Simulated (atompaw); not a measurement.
**A PAW (atompaw) potential for cobalt, from input to tests**

Do these settings give a usable potential? It is generated, then checked for scattering, ghosts and hardness.

Method: atompaw 4.2.0.5, PBEsol, scalar-relativistic.

## (1) The atom and the settings

Typed settings, in words:

* element: cobalt (Co, Z = 27)
* type: PAW
* frozen core: [Ar]
* valence charge: 9
* reference configuration: 3d7 4s1 4p1
* partial waves: 4s (bound): rc 3.00 bohr; 4s channel at 2.2 Ry: rc 1.95 bohr; 4p (bound): rc 3.00 bohr; 4p channel at 1.35 Ry: rc 3.00 bohr; 3d (bound): rc 1.05 bohr; 3d channel at 0.6 Ry: rc 1.05 bohr; 4f channel at -0.1 Ry: rc 3.00 bohr; 4f channel at 1.05 Ry: rc 3.00 bohr
* local potential: troulliermartins scheme with l = 4 at 0 Ry, radius 2.30 bohr
* core correction: smooth core density matched at 2.10 bohr
* augmentation charge: sinc compensation charge, radius 2.70 bohr; PAW radius 3.00 bohr; waves and projectors: custom polynom2 7 10 vanderbiltortho

An earlier all-electron run gives the scale for the radii.

All-electron outer shells of the reference configuration (PBEsol, scalar-relativistic, ld1.x):

| shell | level (eV) | outermost node (bohr) | outermost maximum (bohr) |
| --- | --- | --- | --- |
| 3s | -103.99 | 0.31 | 0.67 |
| 3p | -67.37 | 0.28 | 0.68 |
| 3d | -10.03 | – | 0.66 |
| 4s | -6.63 | 0.96 | 2.26 |
| 4p | -2.12 | 1.05 | 3.09 |

## (2) Generation

Contents of Co.input:

```
Co 27
GGA-PBESOL scalarrelativistic loggrid 1500 logderivrange -3 5 201
4 4 3 0 0 0
4 0 1
4 1 1
3 2 7
0 0 0
c
c
c
v
c
c
v
v
3
3.00 2.70 2.30 2.10
y
2.2
n
y
1.35
n
y
0.6
n
y
-0.1
y
1.05
n
custom polynom2 7 10 vanderbiltortho sinc
4 0 troulliermartins
3.00
1.95
3.00
3.00
1.05
1.05
3.00
3.00
PWSCFOUT
UPFDX 0.0125d0 UPFXMIN -7.d0 UPFZMESH 27.d0
END
```

The run is started by

```bash
$ atompaw < Co.input > Co.log
```

Before running it: what results should come out? Wanted: cutoffs; bound ghosts; largest phase difference near zero energy, channels read; lowest eigenvalue of the overlap; share of valence orbitals outside the PAW sphere; UPF file.

As calculated:

| quantity | value |
| --- | --- |
| cutoffs | not determined |
| bound ghosts | not determined |
| largest phase difference near zero energy, channels read | 0.012 rad |
| lowest eigenvalue of the overlap (Bessel basis) | 0.804 (d) |
| share of valence orbitals outside the PAW sphere | 4s 36 %, 4p 68 %, 3d 1 % |
| UPF file | written |

What this shows: Even at 400 Ry an occupied level stays 193 mRy from its reference, so no cutoffs are read. The basis also finds an s level at -1.18 Ry, below the valence levels, which may be a ghost. Ghosts could not be judged. Near zero energy the phases of the channels with partial waves agree within 0.012 rad. The pseudo curves have a pole with no partner nearby in the atom's: s at -1.18 Ry. All of this concerns the isolated atom, not yet a solid.
